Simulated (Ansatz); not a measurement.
# C4H4OSi: the cost of one run

Method: RKS B3LYP-D4/def2-SVP, in Ansatz 0.2.0.

**1. The system as given**

Bond lengths: C1–C2 1.232 Å, C2–C3 1.432 Å, C3–Si4 1.755 Å, C3–C5 1.270 Å, C5–O6 1.202 Å, C1–H7 1.061 Å, Si4–H8 1.519 Å, Si4–H9 1.532 Å, Si4–H10 1.442 Å. Angles: C1–C2–C3 178.2°, C2–C1–H7 174.2°, C2–C3–Si4 118.7°, C2–C3–C5 119.1°, Si4–C3–C5 122.0°, C3–Si4–H8 107.9°, C3–Si4–H9 112.2°, C3–Si4–H10 116.2°, H8–Si4–H9 105.4°, H8–Si4–H10 106.0°, H9–Si4–H10 108.5°, C3–C5–O6 179.0°.

As a file:

```xyz
10

C     2.0573    0.7321   -1.2981
C     1.0176    0.5950   -0.6509
C    -0.1759    0.3960    0.1149
Si   -0.7239   -1.2449    0.4127
C    -0.7540    1.4026    0.6308
O    -1.3179    2.3432    1.1223
H     2.9115    0.9439   -1.8906
H    -2.1420   -1.3658   -0.1181
H    -0.8201   -1.5596    1.9085
H     0.0305   -2.2936   -0.2286
```

**2. Relaxing end A**

File input.yaml:

```yaml
crystal:
  periodic: [false, false, false]
  atoms:
    - { symbol: C, position_ang: [2.0573, 0.7321, -1.2981] }
    - { symbol: C, position_ang: [1.0176, 0.595, -0.6509] }
    - { symbol: C, position_ang: [-0.1759, 0.396, 0.1149] }
    - { symbol: Si, position_ang: [-0.7239, -1.2449, 0.4127] }
    - { symbol: C, position_ang: [-0.754, 1.4026, 0.6308] }
    - { symbol: O, position_ang: [-1.3179, 2.3432, 1.1223] }
    - { symbol: H, position_ang: [2.9115, 0.9439, -1.8906] }
    - { symbol: H, position_ang: [-2.142, -1.3658, -0.1181] }
    - { symbol: H, position_ang: [-0.8201, -1.5596, 1.9085] }
    - { symbol: H, position_ang: [0.0305, -2.2936, -0.2286] }
basis:
  gaussian: { orbitals: def2-SVP }
hamiltonian:
  xc: b3lyp
  dispersion: d4
relax:
  f_tol: 0.02
  max_steps: 50
```

Started as:

```
> ansatz run input.yaml --threads 2 --pin off --max-ram 3072MiB --backend cpu --events-out ev --progress --plain --runs-dir out
```

What time and memory should one allow on 2 threads of Arm Neoverse V1, shared host?

About 79 s, with a peak of 0.24 GiB.
